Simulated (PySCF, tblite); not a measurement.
# C5H10AlBrO: geometry, infrared bands and NMR shifts

Wanted: the infrared bands and NMR shifts of C5H10AlBrO (`C=C[O][Al]([Br])[CH](C)C`), by calculation.

The runs use tblite 0.8.0 and PySCF 2.14.0, with density-fitted response routines of our own; the level of theory stands in each step. All values are computed, except where a source is named. Atoms count from 0, in the outputs and in this text.

**1. The starting structure**

18 atoms, charge 0, multiplicity 1; geometry from: force field or distance geometry start.

Bonds of the start (Å): C0–C1 1.34, C1–O2 1.37, O2–Al3 1.87, Al3–Br4 2.36, Al3–C5 2.02, C5–C6 1.53, C5–C7 1.52, C0–H8 1.08, C0–H9 1.08, C1–H10 1.09, C5–H11 1.12, C6–H12 1.10, C6–H13 1.12, C6–H14 1.11, C7–H15 1.11, C7–H16 1.11, C7–H17 1.12.

**2. Optimising the geometry with GFN2-xTB**

Job settings and geometry (Å):

```
{"job": {"kind": "relax", "xc": "GFN2-xTB", "basis": "xTB"}, "charge": 0, "multiplicity": 1}
C      3.779000    -0.447400     0.258500
C      2.462700    -0.192500     0.227200
O      1.994600     0.924100    -0.423500
Al     0.165800     1.320500    -0.541600
Br    -0.549700     3.343900    -1.519600
C     -1.195500     0.048600     0.249300
C     -1.197400    -1.271800    -0.517300
C     -2.574100     0.691900     0.251500
H      4.469800     0.218000    -0.235700
H      4.145600    -1.317900     0.779900
H      1.786000    -0.876200     0.739300
H     -0.893200    -0.146600     1.305800
H     -1.490500    -1.111500    -1.564800
H     -0.189100    -1.746800    -0.484500
H     -1.925300    -1.970000    -0.048300
H     -2.571800     1.634200     0.842000
H     -2.908000     0.910000    -0.788200
H     -3.317700    -0.004100     0.718400
```

Run with:

```
OMP_NUM_THREADS=1 python probes_run.py task.json out
```

This one command runs all jobs of the session in turn.

The program printed:

```text
step      E/eV     max force
  0    -682.48615    2.726
  1    -682.71000    2.033
  2    -682.89607    1.164
  3    -682.94830    0.522
  4    -682.97196    0.362
  5    -682.98316    0.343
  6    -682.99679    0.295
  7    -683.00484    0.309
  8    -683.01112    0.226
  9    -683.01549    0.210
 10    -683.02024    0.183
 11    -683.02699    0.316
 12    -683.03665    0.373
 13    -683.04907    0.251
 14    -683.06381    0.321
 15    -683.08020    0.341
 16    -683.09683    0.466
 17    -683.11285    0.377
 18    -683.12765    0.276
 19    -683.13760    0.275
 20    -683.14583    0.264
 21    -683.15402    0.283
 22    -683.16326    0.259
 23    -683.17364    0.250
 24    -683.18651    0.290
 25    -683.19612    0.252
 26    -683.20431    0.224
 27    -683.21052    0.194
 28    -683.21728    0.271
 29    -683.22343    0.223
 30    -683.22804    0.145
 31    -683.23076    0.164
 32    -683.23540    0.247
 33    -683.24050    0.279
 34    -683.24477    0.171
 35    -683.24718    0.106
 36    -683.24926    0.111
 37    -683.25258    0.208
 38    -683.25750    0.258
 39    -683.26289    0.175
 40    -683.26676    0.139
 41    -683.26891    0.110
 42    -683.27034    0.110
 43    -683.27162    0.088
 44    -683.27269    0.091
 45    -683.27375    0.090
 46    -683.27525    0.113
 47    -683.27784    0.137
 48    -683.28227    0.190
 49    -683.28852    0.232
 50    -683.29536    0.189
 51    -683.30164    0.190
 52    -683.30689    0.186
 53    -683.31198    0.238
 54    -683.31535    0.312
 55    -683.32133    0.211
 56    -683.32622    0.145
 57    -683.33107    0.127
 58    -683.33387    0.155
 59    -683.33636    0.192
 60    -683.33853    0.098
 61    -683.34052    0.123
 62    -683.34234    0.130
 63    -683.34392    0.135
 64    -683.34519    0.091
 65    -683.34648    0.126
 66    -683.34808    0.110
 67    -683.34962    0.108
 68    -683.35068    0.077
 69    -683.35115    0.070
 70    -683.35181    0.052
 71    -683.35244    0.054
 72    -683.35303    0.052
 73    -683.35344    0.041
 74    -683.35375    0.033
 75    -683.35399    0.035
 76    -683.35420    0.034
 77    -683.35436    0.030
 78    -683.35451    0.029
 79    -683.35468    0.031
 80    -683.35493    0.034
 81    -683.35528    0.045
 82    -683.35570    0.046
 83    -683.35603    0.043
 84    -683.35624    0.035
 85    -683.35637    0.027
 86    -683.35648    0.026
 87    -683.35657    0.025
 88    -683.35662    0.015
 89    -683.35666    0.012
 90    -683.35670    0.018
 91    -683.35673    0.019
 92    -683.35676    0.013
 93    -683.35678    0.010
 94    -683.35680    0.010
```

It took 1.4 s on 1 thread of Arm Neoverse N1, shared host; peak memory 0.18 GiB.

Step by step: (not every step is listed)

| step | energy from step 0 (eV) | largest force (eV/Å) |
| --- | --- | --- |
| 0 | 0.0000 | 2.7261 |
| 1 | -0.2239 | 2.0328 |
| 2 | -0.4099 | 1.1635 |
| 3 | -0.4622 | 0.5220 |
| 4 | -0.4858 | 0.3619 |
| 5 | -0.4970 | 0.3426 |
| 6 | -0.5106 | 0.2952 |
| 7 | -0.5187 | 0.3086 |
| 8 | -0.5250 | 0.2257 |
| 16 | -0.6107 | 0.4659 |
| 24 | -0.7004 | 0.2897 |
| 32 | -0.7493 | 0.2466 |
| 40 | -0.7806 | 0.1391 |
| 48 | -0.7961 | 0.1899 |
| 56 | -0.8401 | 0.1453 |
| 64 | -0.8590 | 0.0915 |
| 72 | -0.8669 | 0.0516 |
| 80 | -0.8688 | 0.0335 |
| 88 | -0.8705 | 0.0153 |
| 89 | -0.8705 | 0.0124 |
| 90 | -0.8706 | 0.0175 |
| 91 | -0.8706 | 0.0187 |
| 92 | -0.8706 | 0.0130 |
| 93 | -0.8706 | 0.0102 |
| 94 | -0.8707 | 0.0098 |

Distances of close pairs at the start and the end, largest changes first:

```csv
bond,before (Å),after (Å),change (Å)
O2–Al3,1.875,1.653,-0.222
Al3–Br4,2.359,2.265,-0.094
C7–H17,1.120,1.091,-0.030
C6–H13,1.115,1.090,-0.025
C7–H16,1.114,1.090,-0.023
C1–O2,1.375,1.352,-0.023
C7–H15,1.112,1.090,-0.022
C0–C1,1.341,1.320,-0.022
```

The next job starts from the end point, and lists it.

**3. Harmonic vibrations with GFN2-xTB**

Job settings and geometry (Å):

```
{"job": {"kind": "ir", "xc": "GFN2-xTB", "basis": "xTB"}, "charge": 0, "multiplicity": 1}
C      4.042180     0.031686    -0.054144
C      2.922661    -0.428801     0.471143
O      1.707650     0.117408     0.240701
Al     0.271203     0.858920    -0.102748
Br     0.314354     2.920165    -1.039654
C     -1.482591    -0.055579     0.307107
C     -1.636470    -1.383535    -0.449244
C     -2.658427     0.881676     0.012003
H      4.042119     0.887565    -0.707551
H      4.984167    -0.436982     0.159110
H      2.894531    -1.287805     1.132469
H     -1.506922    -0.300379     1.381020
H     -1.705840    -1.213848    -1.523006
H     -0.784350    -2.036737    -0.262014
H     -2.541101    -1.901936    -0.128214
H     -2.584431     1.797319     0.599440
H     -2.682776     1.160912    -1.041551
H     -3.604717     0.396269     0.253515
```

The program printed:

```text
mode    cm-1     km/mol
  1      -9.5      0.04
  2      -1.2      0.35
  3      52.5      0.71
  4      69.0      2.89
  5      88.6      2.32
  6     146.7     11.62
  7     169.2      0.72
  8     200.4      2.87
  9     220.0      9.68
 10     249.9      8.07
 11     253.5     21.12
 12     361.1     20.08
 13     377.5      7.05
 14     480.4     17.76
 15     580.1     80.28
 16     682.1      2.73
 17     684.3     49.65
 18     843.1     14.27
 19     909.5      7.87
 20     929.2      5.47
 21     978.7      6.44
 22     990.5     19.26
 23     994.4      7.83
 24    1012.2     36.70
 25    1109.1      0.63
 26    1155.1      8.61
 27    1219.5     84.43
 28    1233.6    381.76
 29    1289.9      0.16
 30    1294.5     10.92
 31    1379.6     41.16
 32    1405.2      2.33
 33    1417.5      0.92
 34    1487.5      1.34
 35    1496.7      5.65
 36    1498.5      6.03
 37    1503.4      4.61
 38    1699.2    162.88
 39    2837.0     33.14
 40    2986.0     12.01
 41    2990.6    105.33
 42    2995.6     24.59
 43    3001.2     28.20
 44    3005.9     29.97
 45    3010.5     19.50
 46    3022.4     52.41
 47    3113.9     11.41
 48    3161.5     33.16
```

Run time: 1.3 s. Hardware: 1 thread of Arm Neoverse N1, shared host; peak memory 0.18 GiB.

Which atoms move in the most intense modes:

```csv
cm⁻¹,km/mol,atoms
580,80.3,"Al3 54 %, C5 24 %"
684,49.6,"Al3 48 %, C1 26 %"
1220,84.4,"H11 36 %, C5 21 %"
1234,381.8,"O2 42 %, C1 27 %, H8 10 %"
1380,41.2,"H9 44 %, H8 40 %, C1 10 %"
1699,162.9,"C1 51 %, C0 41 %"
2991,105.3,"H17 64 %, H14 14 %, H16 12 %"
3022,52.4,H10 92 %
```

**4. NMR shieldings: PBE0/pcSseg-1**

The job, as its differences from that of step 3:

```diff
@@ -1,2 +1,2 @@
-{"job": {"kind": "ir", "xc": "GFN2-xTB", "basis": "xTB"}, "charge": 0, "multiplicity": 1}
+{"job": {"kind": "nmr", "xc": "PBE0", "basis": "pcSseg-1"}, "charge": 0, "multiplicity": 1}
 C      4.042180     0.031686    -0.054144
```

With the program's defaults for keys left out, this is: GIAO PBE0/pcSseg-1 NMR shielding, non-relativistic, gas phase.

The program printed:

```text
coarse grid: 69488 points
cycle   1  E = -3087.2736464813  dE = -4.631e-01  |g| = 1.024e+00  |ddm| = 3.792e+00
cycle   2  E = -3087.1282459754  dE =  1.454e-01  |g| = 1.218e+00  |ddm| = 1.342e+00
cycle   3  E = -3087.3924683378  dE = -2.642e-01  |g| = 2.953e-01  |ddm| = 9.847e-01
cycle   4  E = -3087.4054017868  dE = -1.293e-02  |g| = 9.921e-02  |ddm| = 2.316e-01
cycle   5  E = -3087.4077002351  dE = -2.298e-03  |g| = 2.879e-02  |ddm| = 9.665e-02
cycle   6  E = -3087.4078846260  dE = -1.844e-04  |g| = 7.567e-03  |ddm| = 2.422e-02
cycle   7  E = -3087.4078980101  dE = -1.338e-05  |g| = 1.295e-03  |ddm| = 6.237e-03
cycle   8  E = -3087.4078983085  dE = -2.984e-07  |g| = 4.955e-04  |ddm| = 1.317e-03
final grid: 145936 points
cycle   9  E = -3087.4078693303  dE =  4.502e-09  |g| = 6.854e-04  |ddm| = 1.509e-03
cycle  10  E = -3087.4078692015  dE =  1.288e-07  |g| = 9.789e-04  |ddm| = 1.457e-03
cycle  11  E = -3087.4078694505  dE = -2.490e-07  |g| = 8.222e-05  |ddm| = 8.709e-04
cycle  12  E = -3087.4078694518  dE = -1.353e-09  |g| = 1.507e-05  |ddm| = 6.465e-05
cycle  13  E = -3087.4078694519  dE = -4.229e-11  |g| = 4.666e-06  |ddm| = 1.499e-05
converged SCF energy = -3087.4078694519

GIAO shielding tensors (ppm)
atom      isotropic    diamagn.    paramagn.     s11        s22        s33       span
  0 C       84.010     254.924    -170.914    -23.078    116.713    158.397    181.475
  1 C       32.432     247.185    -214.752    -76.849     71.448    102.698    179.546
  2 O      189.694     401.958    -212.264     96.074    203.915    269.091    173.017
  3 Al     430.651     798.300    -367.649    380.208    394.845    516.898    136.691
  4 Br    2669.620    3127.101    -457.481   2383.829   2653.215   2971.817    587.988
  5 C      165.112     249.670     -84.558    158.292    163.635    173.408     15.116
  6 C      165.845     248.232     -82.386    151.263    160.043    186.229     34.966
  7 C      163.522     245.847     -82.325    150.722    158.566    181.278     30.556
  8 H       26.669      31.789      -5.120     24.325     24.796     30.887      6.563
  9 H       27.126      26.943       0.183     25.073     26.136     30.170      5.096
 10 H       24.820      29.858      -5.039     21.082     25.406     27.972      6.890
 11 H       30.559      33.223      -2.665     27.248     28.594     35.834      8.586
 12 H       30.737      31.517      -0.780     26.758     29.417     36.037      9.278
 13 H       30.171      32.121      -1.949     24.803     29.209     36.503     11.700
 14 H       30.390      30.151       0.240     26.069     27.547     37.555     11.486
 15 H       30.235      29.459       0.775     25.414     29.369     35.922     10.507
 16 H       30.519      29.948       0.571     26.316     30.410     34.830      8.514
 17 H       30.482      28.672       1.810     26.003     27.969     37.475     11.472
```

Run time: 94 s. Hardware: 1 thread of Arm Neoverse N1, shared host; peak memory 1 GiB.

The references, computed at this level on geometries of the same kind, shield at (ppm): ¹H TMS 31.72, ¹³C TMS 186.9, ¹⁷O H2O 336.1, ²⁷Al AlH4- 490.0, ⁷⁹Br HBr 2622. Their shielding less the atom's gives the shift. The references are single molecules in the gas phase, so shifts against H2O, NH3, PH3, H3PO4 or CFCl3 are not on the usual liquid scales and can be off by tens of ppm. Shifts against hydride references such as AlH4− lie on their own scale. Atoms listed in one row are averaged.

```
                       atoms                                                  environment  σ (ppm)  δ (ppm)
                          C1                                 alkene carbon bearing oxygen     32.4    154.5
                          C0                β carbon of an enol-ether or enamine type C=C     84.0    102.9
                      C6, C7                                                methyl carbon    164.7     22.2
                          C5                                          sp3 CH bonded to Al    165.1     21.8
                         H10                  hydrogen on an alkene carbon bearing oxygen    24.82     6.90
                          H8  hydrogen on a β carbon of an enol-ether or enamine type C=C    26.67     5.05
                          H9  hydrogen on a β carbon of an enol-ether or enamine type C=C    27.13     4.59
H12, H13, H14, H15, H16, H17                                  hydrogen on a methyl carbon    30.42     1.29
                         H11                           hydrogen on an sp3 CH bonded to Al    30.56     1.16
                          O2                                       oxygen bonded to C, Al    189.7    146.4
                         Al3                                 aluminium bonded to C, Br, O    430.7     59.3
                         Br4                                         bromine bonded to Al     2670      -48
```

The run also stored atomic charges by several schemes (e):

| atoms | Mulliken | IAO | Hirshfeld | ESP fit |
| --- | --- | --- | --- | --- |
| C0 | -0.25 | -0.38 | -0.14 | -0.48 |
| C1 | 0.15 | 0.08 | 0.03 | 0.01 |
| O2 | -0.70 | -0.60 | -0.27 | -0.30 |
| Al3 | 1.14 | 1.02 | 0.56 | 0.63 |
| Br4 | -0.40 | -0.30 | -0.18 | -0.26 |
| C5 | -0.65 | -0.42 | -0.14 | 0.15 |
| C6, C7 | -0.23 | -0.41 | -0.12 | -0.29 |

Mayer bond orders: C0–C1 1.94, C1–O2 0.93, O2–Al3 0.88, Al3–Br4 0.94, Al3–C5 0.85, C5–C6 1.03, C5–C7 1.01.

The fields below are evaluated on a grid from the run's orbitals.

Frontier orbitals at PBE0/pcSseg-1, with the share of their density that lies nearest to each atom:

```csv
orbital,energy (eV),lies on
HOMO,-7.01,C0 38 %; C1 24 %; O2 20 %
LUMO,-0.78,Al3 48 %; Br4 10 %; O2 9 %
```

ELF in a plane through or near 7 of the atoms.

Values, 10 rows by 14 columns:
```
0.00 0.00 0.00 0.00 0.00 0.00 0.00 0.00 0.00 0.00 0.00 0.00 0.00 0.00
0.00 0.00 0.00 0.00 0.00 0.06 0.48 0.50 0.11 0.00 0.00 0.00 0.00 0.00
0.00 0.00 0.00 0.00 0.00 0.44 0.83 0.82 0.47 0.00 0.00 0.00 0.00 0.00
0.00 0.00 0.01 0.11 0.01 0.03 0.71 0.74 0.03 0.63 0.07 0.00 0.00 0.00
0.00 0.00 0.15 0.66 0.12 0.79 0.22 0.45 0.43 0.40 0.75 0.14 0.00 0.00
0.00 0.10 1.00 0.65 0.40 0.76 0.61 0.62 0.37 0.30 0.97 0.25 0.00 0.00
0.00 0.00 0.31 0.02 0.89 0.06 0.01 0.29 0.45 0.88 0.04 0.00 0.00 0.00
0.00 0.00 0.00 0.00 0.07 0.00 0.00 0.83 0.19 0.95 0.10 0.00 0.00 0.00
0.00 0.00 0.00 0.00 0.00 0.00 0.00 0.00 0.00 0.00 0.00 0.00 0.00 0.00
0.00 0.00 0.00 0.00 0.00 0.00 0.00 0.00 0.00 0.00 0.00 0.00 0.00 0.00
```
The map spans 15.2 Å across and 11.3 Å up, centred on the molecule. Atoms in the plane (x, y in Å): C1 (-2.9, -0.4), O2 (-1.7, 0.1), Al3 (-0.2, 0.9), C5 (1.5, -0.1), C7 (2.7, 0.8), H9 (-5.0, -0.3), H17 (3.6, 0.3).

On the surface of density 0.002 e/bohr³ the electrostatic potential runs, from the 1st to the 99th percentile, from -0.66 V near C0 to 2.64 V near Al3.

**5. What came out**

| quantity | value |
| --- | --- |
| strongest single infrared mode (GFN2-xTB) | 1234 cm⁻¹, 382 km/mol |
| zero-point energy (GFN2-xTB) | 86.6 kcal/mol |
| ¹³C shifts against TMS (PBE0/pcSseg-1, means over atoms taken as alike) | 154.5, 102.9, 22.2, 21.8 ppm |
| ¹H shifts against TMS (PBE0/pcSseg-1, means over atoms taken as alike) | 6.90, 5.05, 4.59, 1.29, 1.16 ppm |
| ¹⁷O shifts against H2O (PBE0/pcSseg-1) | 146.4 ppm |
| ²⁷Al shifts against AlH4- (PBE0/pcSseg-1) | 59.3 ppm |
| ⁷⁹Br shifts against HBr (PBE0/pcSseg-1) | -48 ppm |
| surface potential, 1st and 99th percentile | -0.66 V and 2.64 V |

In words: Over 94 steps the energy fell by 0.871 eV; of the close pairs, O2–Al3 changed most, 1.875 to 1.653 Å. The lowest mode is slightly imaginary (10i cm⁻¹), a soft motion within the noise of the Hessian, so the minimum is not strictly shown. The strongest single mode, at 1234 cm⁻¹, is carried by O2, C1, H8. Unscaled tight-binding wavenumbers are off by several per cent, some by more. Its intensities can rank the bands wrongly. C1 (alkene carbon bearing oxygen) lies farthest downfield among carbon, at 154.5 ppm; an sp2 carbon further deshielded by the attached heteroatom. H10 (hydrogen on an alkene carbon bearing oxygen) lies farthest downfield among hydrogen, at 6.90 ppm; attached to an sp2 carbon and in the plane of the double bond. At PBE0/pcSseg-1: The largest span, 588 ppm, is at Br4, where the paramagnetic term is -457 ppm. At PBE0/pcSseg-1, counted by nearest atom on the grid, the HOMO lies on C0 38 %; C1 24 %, the LUMO on Al3 48 %; Br4 10 %. Spin-orbit coupling is left out, which matters for shieldings and couplings at and beside the heavy atoms.
